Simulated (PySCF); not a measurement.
# InF (SMILES [F][In]) at 6 levels

Wanted: a comparison of 6 runs (BHLYP/def2-TZVPP, CAM-B3LYP/def2-TZVPP, M06-L/def2-TZVPP, r2SCAN/def2-TZVPP, wB97X/def2-TZVPP, SCS-MP2/def2-TZVPP) of InF. Input form: a Python script.

The calculation is run with PySCF 2.14.0.

3 further runs of the same task are left out: 3 set aside as unsound or not needed.

**1. The molecule**

InF has 2 atoms, charge 0, and is taken as a singlet. SMILES: `[F][In]`. The F1–In2 distance was set to 2.592 Å, away from the relaxed value.

Bond lengths: F1–In2 2.592 Å.

**2. The energy at BHLYP/def2-TZVPP (core potential) (run 1)**

Input file calc.py:

```python
from pyscf import gto, dft

mol = gto.M(
    atom='''
F        0.000000       0.000000      -0.582220
In       0.000000       0.000000       2.009580
''',
    basis='def2-tzvpp',
    verbose=3,
    max_memory=1860,
    ecp={'In': 'def2-svp'},
    charge=0,
)

ks = dft.RKS(mol, xc='bhandhlyp')
ks.conv_tol = 1e-10
ks.grids.level = 5
ks.kernel()
if not ks.converged:
    ks = ks.newton().run(ks.mo_coeff, ks.mo_occ)

energy = ks.e_tot
print('Final energy', energy)
```

The run is started by

```console
$ OMP_NUM_THREADS=1 python calc.py
```

Log:

```text
converged SCF energy = -289.92281657181
Final energy -289.9228165718101
```

Run time: 6 s. Hardware: 1 thread of Arm Neoverse V2, shared host; peak memory 0.37 GiB.

**3. The energy at CAM-B3LYP/def2-TZVPP (core potential) (run 2)**

Input file calc.py:

```python
from pyscf import gto, dft

molecule = gto.M(
    atom='''
F      0.000000     0.000000    -1.100236
In     0.000000     0.000000     3.797556
''',
    unit='bohr',
    verbose=4,
    max_memory=1860,
    charge=0,
    basis='def2-tzvpp',
    spin=0,
    ecp={'In': 'def2-svp'},
)

mf = dft.RKS(molecule, xc='cam-b3lyp')
mf.conv_tol = 1e-10
mf.grids.level = 5
mf.kernel()
if not mf.converged:
    mf = mf.newton().run(mf.mo_coeff, mf.mo_occ)

energy = mf.e_tot
print('E(%s) = %.9f' % ('CAM-B3LYP', energy))
```

The run is started by

```console
$ OMP_NUM_THREADS=1 python calc.py
```

Log:

```text
PySCF version 2.14.0

[INPUT] num. atoms = 2
[INPUT] num. electrons = 30
[INPUT] charge = 0
[INPUT] spin (= nelec alpha-beta = 2S) = 0
[INPUT] symmetry False subgroup None
[INPUT] Mole.unit = bohr
[INPUT] Symbol           X                Y                Z      unit          X                Y                Z       unit  Magmom
[INPUT]  1 F      0.000000000000   0.000000000000  -0.582219817834 AA    0.000000000000   0.000000000000  -1.100236000000 Bohr   0.0
[INPUT]  2 In     0.000000000000   0.000000000000   2.009580092393 AA    0.000000000000   0.000000000000   3.797556000000 Bohr   0.0

nuclear repulsion = 38.5888171649592
number of shells = 27
number of NR pGTOs = 137
number of NR cGTOs = 81
basis = def2-tzvpp
ecp = {'In': 'def2-svp'}

******** <class 'pyscf.dft.rks.RKS'> ********
method = RKS
initial guess = minao
damping factor = 0
level_shift factor = 0
DIIS = <class 'pyscf.scf.diis.CDIIS'>
diis_start_cycle = 1
diis_space = 8
diis_damp = 0
SCF conv_tol = 1e-10
SCF conv_tol_grad = None
SCF max_cycles = 50
direct_scf = True
direct_scf_tol = 1e-13
XC library pyscf.dft.libxc version 7.0.0
    S. Lehtola, C. Steigemann, M. J.T. Oliveira, and M. A.L. Marques.,  SoftwareX 7, 1–5 (2018)
XC functionals = cam-b3lyp
    T. Yanai, D. P. Tew, and N. C. Handy.,  Chem. Phys. Lett. 393, 51 (2004)
radial grids:
    Treutler-Ahlrichs [JCP 102, 346 (1995); DOI:10.1063/1.469408] (M4) radial grids

becke partition: Becke, JCP 88, 2547 (1988); DOI:10.1063/1.454033
pruning grids: <function nwchem_prune>
grids dens level: 5
symmetrized grids: False
atomic radii adjust function: <function treutler_atomic_radii_adjust>
small_rho_cutoff = 0
Set gradient conv threshold to 1e-05
Initial guess from minao.
tot grids = 91208
init E= -257.034840422099
  HOMO = -0.738436862817394  LUMO = -0.44265321802162  gap/eV = 8.04868
cycle= 1 E= -289.475190118453  delta_E= -32.4  |g|= 1.73  |ddm|= 43.6
  HOMO = -0.0718578890025491  LUMO = -0.0105593383563699  gap/eV = 1.66802
cycle= 2 E= -288.648262618461  delta_E= 0.827  |g|= 2.83  |ddm|= 6.37
  HOMO = -0.346596945079401  LUMO = -0.0347093501883685  gap/eV = 8.48689
cycle= 3 E= -289.862659627837  delta_E= -1.21  |g|= 0.924  |ddm|= 1.87
  HOMO = -0.317970168011192  LUMO = -0.0543046138511677  gap/eV = 7.17471
cycle= 4 E= -289.995997198344  delta_E= -0.133  |g|= 0.076  |ddm|= 0.768
  HOMO = -0.302518011983624  LUMO = -0.0591973867282119  gap/eV = 6.62109
cycle= 5 E= -289.996745697074  delta_E= -0.000748  |g|= 0.0597  |ddm|= 0.127
  HOMO = -0.315937486660685  LUMO = -0.0572679701385776  gap/eV = 7.03876
cycle= 6 E= -289.997353957822  delta_E= -0.000608  |g|= 0.0125  |ddm|= 0.0397
  HOMO = -0.318096227995935  LUMO = -0.0572100904601779  gap/eV = 7.09907
cycle= 7 E= -289.997389728057  delta_E= -3.58e-05  |g|= 0.00273  |ddm|= 0.0144
  HOMO = -0.318455546702257  LUMO = -0.057312226214917  gap/eV = 7.10607
cycle= 8 E= -289.997392949321  delta_E= -3.22e-06  |g|= 0.000616  |ddm|= 0.00425
  HOMO = -0.318297223768072  LUMO = -0.0573154631466817  gap/eV = 7.10168
cycle= 9 E= -289.99739330592  delta_E= -3.57e-07  |g|= 0.000135  |ddm|= 0.00149
  HOMO = -0.318262567555064  LUMO = -0.0573109298311944  gap/eV = 7.10086
cycle= 10 E= -289.997393333805  delta_E= -2.79e-08  |g|= 3.73e-05  |ddm|= 0.000445
  HOMO = -0.318262351764897  LUMO = -0.0573073027516149  gap/eV = 7.10095
cycle= 11 E= -289.99739333482  delta_E= -1.01e-09  |g|= 8.56e-06  |ddm|= 8.38e-05
  HOMO = -0.318260116722958  LUMO = -0.0573069416202095  gap/eV = 7.10090
cycle= 12 E= -289.997393334848  delta_E= -2.85e-11  |g|= 5.73e-07  |ddm|= 1.49e-05
  HOMO = -0.318260121855923  LUMO = -0.0573070237326476  gap/eV = 7.10090
Extra cycle  E= -289.99739333485  delta_E= -1.25e-12  |g|= 3.65e-07  |ddm|= 1.42e-06
converged SCF energy = -289.99739333485
E(CAM-B3LYP) = -289.997393335
```

Run time: 9.9 s. Hardware: 1 thread of Arm Neoverse V2, shared host; peak memory 0.37 GiB.

Runs 3 to 5 aren't shown in full; the table further down has their settings and results.

**4. The energy at SCS-MP2/def2-TZVPP (core potential) (run 6)**

Input file run.py:

```python
from pyscf import gto, scf, mp

mol = gto.M(
    atom=[
    ('F', (0.000000, 0.000000, -0.582220)),
    ('In', (-0.000000, -0.000000, 2.009580)),
],
    spin=0,
    max_memory=1860,
    ecp={'In': 'def2-svp'},
    verbose=3,
    basis='def2-tzvpp',
)

calc0 = scf.RHF(mol)
calc0.conv_tol = 1e-10
calc0.kernel()
if not calc0.converged:
    calc0 = calc0.newton().run(calc0.mo_coeff, calc0.mo_occ)

pt = mp.MP2(calc0, frozen=5).run()
etot = calc0.e_tot + 1.2 * pt.e_corr_os + pt.e_corr_ss / 3
print('E = %.10f Eh' % etot)
```

The run is started by

```console
$ OMP_NUM_THREADS=1 python run.py
```

Log:

```text
converged SCF energy = -288.704673224395
E(RMP2) = -289.229551182076  E_corr = -0.524877957681233
E(SCS-RMP2) = -289.196683115111  E_corr = -0.492009890715991
E = -289.1966831151 Eh
```

Run time: 1.4 s. Hardware: 1 thread of Arm Neoverse V2, shared host; peak memory 0.18 GiB.

**5. The series**

| run | level | integration grid | frozen core orbitals | energy (Eh) | dipole moment (D) of the reference | HOMO energy (eV) | LUMO energy (eV) | wall time |
| --- | --- | --- | --- | --- | --- | --- | --- | --- |
| 1 | BHLYP/def2-TZVPP (core potential) | 5 | – | -289.922817 | 7.45 | -8.63 | -1.79 | 6 s |
| 2 | CAM-B3LYP/def2-TZVPP (core potential) | 5 | – | -289.997393 | 7.17 | -8.66 | -1.56 | 9.9 s |
| 3 | M06-L/def2-TZVPP (core potential) | 5 | – | -290.170131 | 6.70 | -5.78 | -2.69 | 13 s |
| 4 | r2SCAN/def2-TZVPP (core potential) | 5 | – | -290.066905 | 6.64 | -5.90 | -2.79 | 12 s |
| 5 | wB97X/def2-TZVPP (core potential) | 5 | – | -290.053273 | 7.18 | -9.60 | -0.66 | 9.6 s |
| 6 | SCS-MP2/def2-TZVPP (core potential) | – | 5 | -289.196683 | 7.76 | -10.59 | -0.14 | 1.4 s |

**6. Outcome**

| quantity | value |
| --- | --- |
| run 6: total energy | -289.19668 Eh |
| run 6: dipole moment (Hartree–Fock density) | 7.76 D |
| run 6: HOMO energy (Hartree–Fock orbitals) | -10.59 eV |
| run 6: LUMO energy (Hartree–Fock orbitals) | -0.14 eV |
| run 6: HOMO–LUMO gap (Hartree–Fock orbitals) | 10.45 eV |
| run 6: correlation energy (5 core orbitals frozen) | -492.0 mEh |

**Reading.** Over runs 1, 2, 3, 4, 5 the dipole moment (its size) runs from 6.64 D (r2SCAN/def2-TZVPP) to 7.45 D (BHLYP/def2-TZVPP). Over runs 1, 2, 3, 4, 5 the HOMO–LUMO gap runs from 3.09 eV (M06-L/def2-TZVPP) to 8.94 eV (wB97X/def2-TZVPP). Totals of different functionals can't be ranked against each other. All runs together took 52 s, the longest 13 s.
